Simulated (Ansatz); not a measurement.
**GaBNH+ (doublet): from Hartree-Fock to the top rungs, cc-pVDZ**

How much of the correlation energy of GaBNH+ (doublet) does each wave-function method recover here?

Program: Ansatz 0.2.0, Gaussian basis. Level of theory: cc-pVDZ, core rule «outside noble gas», up to 16 orbitals frozen. These are calculated values, not measurements.

Plan: UHF; CCSD(T) on ROHF; CCSD(T) on UHF; BCCD(T) on ROHF; CISD as a restricted active space (open shells left free, so some higher excitations enter); CCSDT(Q) on ROHF; CCSDT(Q) on UHF; CASSCF and MRCISD+Q, 9 electrons in 9 orbitals; CASSCF and NEVPT4(SD), 9 electrons in 9 orbitals; CASSCF and NEVPT2, 9 electrons in 9 orbitals.

24 further runs of the same task are left out: 7 that didn't finish, 17 set aside as unsound or not needed. Runs told in other sessions of the task aren't counted.

**1. The system**

The geometry is a PBE0/def2-TZVP stationary point (not a proven minimum) of the parent state, kept for this charge and spin. No spin-orbit coupling is included. The filled d shell of Ga may be among the frozen orbitals whatever the setting's name suggests.

4 atoms, charge 1, spin multiplicity 2.

Atoms are counted from 1 here; the program's logs count them from 0.

Bond lengths: Ga1–N3 1.835 Å, Ga1–H4 1.597 Å, B2–N3 1.258 Å. Angles: N3–Ga1–H4 117.2°, Ga1–N3–B2 162.7°.

**2. UHF**

File in.yaml:

```yaml
crystal:
  periodic: [false, false, false]
  atoms:
    - {symbol: Ga, position_ang: [0.000000, -0.048088, 0.603452]}
    - {symbol: B, position_ang: [0.000000, -0.041715, -2.455252]}
    - {symbol: N, position_ang: [0.000000, 0.180136, -1.217037]}
    - {symbol: H, position_ang: [0.000000, 1.270639, 1.504012]}
basis:
  gaussian: {orbitals: cc-pVDZ}
total_charge: 1
magnetization: {spin_polarized: true, initial_magnetization: 1}
hamiltonian: {xc: hf}
output: {orbitals: {seedname: orbitals}}
```

Started as:

```sh
ansatz run in.yaml --threads 1 --pin off --events-out ev --progress --plain --max-ram 2393MiB
```

Further steps of the session: CCSD(T) on ROHF; CCSD(T) on UHF; BCCD(T) on ROHF; CISD as a restricted active space (open shells left free, so some higher excitations enter); CCSDT(Q) on ROHF; CCSDT(Q) on UHF; CASSCF and MRCISD+Q, 9 electrons in 9 orbitals; CASSCF and NEVPT4(SD), 9 electrons in 9 orbitals; CASSCF and NEVPT2, 9 electrons in 9 orbitals.

Before running them: what should the planned runs give, taken together? Wanted: UCCSDT(Q) from the RHF energy; RMP2 from UCCSDT(Q); UMP2 from UCCSDT(Q); RCCSD from UCCSDT(Q); RCCSD(T) from UCCSDT(Q); UCCSD(T) from UCCSDT(Q); RCCSDT(Q) from UCCSDT(Q); MRCISD+Q frontier from UCCSDT(Q); T1 diagnostic.

**Answer**, as computed:

| quantity | value |
| --- | --- |
| UCCSDT(Q) from the ROHF energy | -7.8255 eV |
| RMP2 from UCCSDT(Q) | +81.0 kJ/mol |
| UMP2 from UCCSDT(Q) | +79.9 kJ/mol |
| RCCSD from UCCSDT(Q) | +38.2 kJ/mol |
| RCCSD(T) from UCCSDT(Q) | +5.8 kJ/mol |
| UCCSD(T) from UCCSDT(Q) | +6.0 kJ/mol |
| RCCSDT(Q) from UCCSDT(Q) | +0.5 kJ/mol |
| MRCISD+Q frontier from UCCSDT(Q) | +8.0 kJ/mol |
| levels within 1 kcal/mol (43 meV) | RCCSDT, UCCSDT, RCCSDT(Q) |
| T1 diagnostic | 0.027 |

In words: RCCSD(T) misses by +5.8 kJ/mol, 0.8 % of the correlation energy. These misses are within one basis, not against nature; the frozen cores of restricted and unrestricted runs differ, which can shift their rows.
